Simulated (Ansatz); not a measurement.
Runs of Ansatz 0.2.0 on CaIrN2. The structure is trigonal, space group R-3m (No. 166). The conventional cell has a = 3.298 Å, b = 3.298 Å, c = 15.028 Å, α = 90.00°, β = 90.00°, γ = 120.00°. Ir (site symmetry -3m) is surrounded by 6 N at 2.13 Å. Ca (site symmetry -3m) has 6 N at 2.45 Å as nearest neighbours. N (site symmetry 3m) has 3 Ir at 2.13 Å and 3 Ca at 2.45 Å as nearest neighbours. The cell comes from a database or a generator and needn't be the stable form of this composition.

```tsv
level	cutoff (eV)	gap on the mesh (eV)	pressure (GPa)	largest force (eV/Å)
PBE0	420	none	-9.2	0.38
revPBE	420	none	1.5	0.07
r2SCAN0	500	none	-10.9	0.34
RPBE	420	none	2.6	(b)
LDA	420	none	-14.6	(a)
r2SCAN	500	none	-5.4	0.09
HSE06	420	none	-9.0	0.38
PBE	420	none	-1.7	0.11
```

Alike in all rows: task projected density of states; potentials or basis Ansatz PAW; no spin polarisation; cell as given; k mesh 5 × 5 × 5; smearing fermi-dirac 0.05 eV; the mesh is coarse, so values aren't converged.

Estimate the missing entries.

(a) 0.44; (b) 0.05.

Caveats: all runs use coarse meshes; the density of states is complete only up to the lowest level of the last band computed; the PAW data sets come from PBE, with cores solved anew for the run's functional, which leaves a small shift of forces and pressure (some runs); the thresholds are loose for stress (some runs).

A k mesh can miss the band edges, and the runs leave out spin-orbit coupling on Ir.

A gap of «none» marks a metal or a gap under the smearing width.
